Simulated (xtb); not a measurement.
**C3H12BN (SMILES C[BH2-][NH+](C)C): GFN2-xTB**

We compute a structure relaxation of C3H12BN. 

The calculation is run with xtb 6.7.1.

2 further runs of the same task are left out: 2 set aside as unsound or not needed.

### 1 Starting point

C3H12BN: 17 atoms, total charge 0, spin state singlet. SMILES: `C[BH2-][NH+](C)C`. All atoms were displaced at random from a relaxed shape. The run starts from this shape.

Bond lengths: C1–B2 1.689 Å, B2–N3 1.713 Å, N3–C4 1.383 Å, N3–C5 1.509 Å, C1–H6 0.981 Å, C1–H7 1.075 Å, C1–H8 1.162 Å, B2–H9 1.211 Å, B2–H10 1.131 Å, N3–H11 0.864 Å, C4–H12 1.138 Å, C4–H13 1.076 Å, C4–H14 1.062 Å, C5–H15 1.086 Å, C5–H16 1.065 Å, C5–H17 1.030 Å. Some angles: C1–B2–N3 103.2°, B2–N3–C4 108.3°, B2–N3–C5 108.7°, C4–N3–C5 111.0°, C1–B2–H9 111.9°, C1–B2–H10 123.0°, N3–B2–H9 102.4°, N3–B2–H10 99.0°, B2–C1–H6 122.8°, B2–C1–H7 106.9°.

### 2 A geometry optimisation at GFN2-xTB

Contents of .CHRG:

```
0
```

Contents of .UHF:

```
0
```

Contents of xcontrol:

```
$opt
   hessian=lindh
$end
```

Contents of start.xyz:

```xyz
17

C      0.103820     2.010650    -0.706180
B      0.928470     0.545670    -0.547110
N     -0.315760    -0.563490    -0.151320
C      0.247220    -1.820640    -0.025200
C     -0.959060    -0.126590     1.142420
H     -0.232910     2.517520     0.062730
H      0.755210     2.680820    -1.236630
H     -0.717650     1.856560    -1.513180
H      1.621460     0.523650     0.445190
H      1.382660    -0.003880    -1.424530
H     -0.853990    -0.485640    -0.823080
H     -0.449550    -2.672980     0.263580
H      1.023720    -2.002550     0.697410
H      0.688880    -2.166780    -0.926750
H     -0.190740    -0.155780     1.908900
H     -1.734570    -0.819430     1.374130
H     -1.439730     0.779560     1.048530
```

On the command line:

```console
$ xtb --input xcontrol --opt normal --gfn 2 --parallel 1 -- start.xyz > start.out 2> xtb.err
```

**Question.** What will come out? Wanted: total energy at the end; dipole moment; HOMO energy; LUMO energy; HOMO–LUMO gap; dispersion energy; mean polarisability.

**Answer.** As computed:

At GFN2-xTB:

| quantity | value |
| --- | --- |
| total energy at the end | -16.69231 Eh |
| dipole moment | 5.64 D |
| HOMO energy | -9.68 eV |
| LUMO energy | -0.36 eV |
| HOMO–LUMO gap | 9.32 eV |
| dispersion energy | -25.85 kJ/mol |
| mean polarisability (D4 model) | 67.9 bohr³ |

What this shows: At the final geometry: Bond lengths: C1–B2 1.624 Å, B2–N3 1.657 Å, N3–C4 1.458 Å, N3–C5 1.458 Å, C1–H6 1.090 Å, C1–H7 1.088 Å, C1–H8 1.093 Å, B2–H9 1.193 Å, B2–H10 1.196 Å, N3–H11 1.017 Å, C4–H12 1.094 Å, C4–H13 1.089 Å, C4–H14 1.087 Å, C5–H15 1.088 Å, C5–H16 1.094 Å, C5–H17 1.086 Å. Some angles: C1–B2–N3 107.2°, B2–N3–C4 111.8°, B2–N3–C5 112.8°, C4–N3–C5 110.9°, C1–B2–H9 113.9°, C1–B2–H10 112.0°, N3–B2–H9 105.7°, N3–B2–H10 104.4°, B2–C1–H6 114.0°, B2–C1–H7 109.9°. The optimisation took 9 steps and changed the energy by -1.671 eV.
